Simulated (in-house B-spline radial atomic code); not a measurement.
# Sr¹⁰⁺: excited configurations

How much energy does it take to promote electrons of Sr¹⁰⁺ to other shells? Each configuration is solved by itself and compared with the reference.

Method: Dirac-Hartree-Fock, average of configuration, Fermi nucleus, basis-set limit. Code: in-house B-spline radial atomic code version 1.

### Step 1. The atom as given

| Item | Value |
| --- | --- |
| element | strontium (Z = 38) |
| charge | +10 |
| electrons | 28 |
| configuration | [Ar] 3d10 |
| Hamiltonian | Dirac-Coulomb |
| nucleus | Fermi, rms radius 4.224 fm |

The outer shells:

[Ar] 3d10
```
[Ar] core
3d [↑↓][↑↓][↑↓][↑↓][↑↓]
```

Settings, as recorded:

```ini
Z = 38
electrons = 28.0
configuration = [Ar] 3d10
hamiltonian = dirac
method = hf
spin_polarised = False
nucleus = fermi
rms_radius = 4.224
mass_number = 88
atomic_mass = 87.905612253
speed_of_light = 137.035999084
```

The reference is known from an earlier run: -3147.726078 hartree in all. Up to eight levels, counted from the top:

| orbital | occupation | energy (eV) | <r> (bohr) |
| --- | --- | --- | --- |
| 2s1/2 | 2 | -2442.68 | 0.1717 |
| 2p1/2 | 2 | -2232.18 | 0.1474 |
| 2p3/2 | 4 | -2163.13 | 0.1516 |
| 3s1/2 | 2 | -553.62 | 0.4868 |
| 3p1/2 | 2 | -475.58 | 0.4856 |
| 3p3/2 | 4 | -464.40 | 0.4950 |
| 3d3/2 | 4 | -328.12 | 0.4825 |
| 3d5/2 | 6 | -326.15 | 0.4858 |

### Step 2. [Ne] 3s2 3p5 3d10 5d1

Settings, as recorded:

```ini
Z = 38
electrons = 28.0
configuration = [Ne] 3s2 3p5 3d10 5d1
hamiltonian = dirac
method = hf
spin_polarised = False
nucleus = fermi
rms_radius = 4.224
mass_number = 88
atomic_mass = 87.905612253
speed_of_light = 137.035999084
```

### Step 3. Configuration [Ne] 3s2 3p5 3d10 7d1

Settings: those of step 2 with these lines changed.

```diff
@@ -2,3 +2,3 @@
 electrons = 28.0
-configuration = [Ne] 3s2 3p5 3d10 5d1
+configuration = [Ne] 3s2 3p5 3d10 7d1
 hamiltonian = dirac
```

### Step 4. Run with [Ne] 3s2 3p5 3d10 5s1

Settings: those of step 3 with these lines changed.

```diff
@@ -2,3 +2,3 @@
 electrons = 28.0
-configuration = [Ne] 3s2 3p5 3d10 7d1
+configuration = [Ne] 3s2 3p5 3d10 5s1
 hamiltonian = dirac
```

### Step 5. Configuration [Ne] 3s2 3p5 3d10 6d1

Settings: those of step 4 with these lines changed.

```diff
@@ -2,3 +2,3 @@
 electrons = 28.0
-configuration = [Ne] 3s2 3p5 3d10 5s1
+configuration = [Ne] 3s2 3p5 3d10 6d1
 hamiltonian = dirac
```

### Step 6. [Ne] 3s2 3p5 3d10 5g1

Settings: those of step 5 with these lines changed.

```diff
@@ -2,3 +2,3 @@
 electrons = 28.0
-configuration = [Ne] 3s2 3p5 3d10 6d1
+configuration = [Ne] 3s2 3p5 3d10 5g1
 hamiltonian = dirac
```

### Step 7. [Ar] 3d9 6g1

Settings: those of step 6 with these lines changed.

```diff
@@ -2,3 +2,3 @@
 electrons = 28.0
-configuration = [Ne] 3s2 3p5 3d10 5g1
+configuration = [Ar] 3d9 6g1
 hamiltonian = dirac
```

### Step 8. [Ne] 3s2 3p5 3d10 7f1

Settings: those of step 7 with these lines changed.

```diff
@@ -2,3 +2,3 @@
 electrons = 28.0
-configuration = [Ar] 3d9 6g1
+configuration = [Ne] 3s2 3p5 3d10 7f1
 hamiltonian = dirac
```

### Step 9. Run with [Ne] 3s2 3p5 3d10 5p1

Settings: those of step 8 with these lines changed.

```diff
@@ -2,3 +2,3 @@
 electrons = 28.0
-configuration = [Ne] 3s2 3p5 3d10 7f1
+configuration = [Ne] 3s2 3p5 3d10 5p1
 hamiltonian = dirac
```

How far above the reference does each configuration lie (order and size, in eV)?

As calculated:

| net move | configuration | energy above the reference (eV) | with Breit, QED, recoil (eV) | largest <r> (bohr) |
| --- | --- | --- | --- | --- |
| 3d → 6g | [Ar] 3d9 6g1 | 277.25 | 277.20 | 3.99 |
| 3p → 5s | [Ne] 3s2 3p5 3d10 5s1 | 355.78 | 355.47 | 2.08 |
| 3p → 5p | [Ne] 3s2 3p5 3d10 5p1 | 365.87 | 365.54 | 2.22 |
| 3p → 5d | [Ne] 3s2 3p5 3d10 5d1 | 381.60 | 381.25 | 2.45 |
| 3p → 5g | [Ne] 3s2 3p5 3d10 5g1 | 398.77 | 398.42 | 2.49 |
| 3p → 6d | [Ne] 3s2 3p5 3d10 6d1 | 409.47 | 409.12 | 3.81 |
| 3p → 7d | [Ne] 3s2 3p5 3d10 7d1 | 425.31 | 424.95 | 5.44 |
| 3p → 7f | [Ne] 3s2 3p5 3d10 7f1 | 430.05 | 429.69 | 5.91 |

Quantum defects of the promoted electron, δ = n − ζ/√(−2ε) with ζ = 11 and ε its orbital energy in hartree:

| promotion | δ |
| --- | --- |
| 3d → 6g | 0.005 |
| 3p → 5s | 1.113 |
| 3p → 5p | 0.919 |
| 3p → 5d | 0.550 |
| 3p → 5g | 0.003 |
| 3p → 6d | 0.541 |
| 3p → 7d | 0.536 |
| 3p → 7f | 0.108 |

At the bottom stands 3d → 6g (277.25 eV), at the top 3p → 7f (430.05 eV). 7 of them lie more than 2 % above the ionisation threshold that Koopmans' theorem gives (326.15 eV), where such states can decay by emitting an electron. Of those tabulated, the defect is largest for 5s (1.11) and least for 5g (0.00): low angular momentum penetrates the core, high angular momentum stays outside it. Two partly filled shells share a symmetry and can mix in the average, which may lower the energy, for: 3p → 5p. These are averages over configurations, without correlation, not spectroscopic levels.
